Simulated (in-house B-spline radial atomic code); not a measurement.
# I⁵⁺: ionisation energy by several methods

One table from this session's results is given with a row withheld; the runs are named, their logs left out.

The numbers are computed with in-house B-spline radial atomic code version 1 (Dirac-Coulomb, several functionals, exact exchange averaged over the configuration; spherical all-electron atom at the radial basis limit), except any that are marked as measured or tabulated.

### The atom as given

```
element       : iodine (Z = 53)
charge        : +5
electrons     : 48
configuration : [Kr] 4d10 5s2
nucleus       : Fermi, rms radius 4.750 fm
```

The outer shells:

[Kr] 4d10 5s2
```
[Kr] core
4d [↑↓][↑↓][↑↓][↑↓][↑↓]
5s [↑↓]
```

The first run:

Settings, as recorded:

```ini
Z = 53
electrons = 48.0
configuration = [Kr] 4d10 5s2
hamiltonian = dirac
method = lc_wpbe
spin_polarised = False
nucleus = fermi
rms_radius = 4.75
mass_number = 127
atomic_mass = 126.904472592
speed_of_light = 137.035999084
exact_exchange = averaged over the configuration
```

The run is started by

```
python run_scf.py task.json out
```

One command runs all members of the session, one after another, from task.json.

Steps of the session up to this table: LC-ωPBE; HSE06; CAM-B3LYP; PBE0.

One table of the session follows, with a row left open; its other results are not shown here.

| method | ΔSCF (eV) | with Breit, QED, recoil (eV) |
| --- | --- | --- |
| PBE0 | 74.764 | 74.696 |
| LC-ωPBE | ? | ? |
| HSE06 | 74.832 | 74.765 |
| CAM-B3LYP | 75.165 | 75.098 |

**Question.** Estimate the row for LC-ωPBE.

**Answer.** ΔSCF (eV): 74.849; with Breit, QED, recoil (eV): 74.780. In the column «ΔSCF (eV)» it lies between HSE06 (74.832) and CAM-B3LYP (75.165).
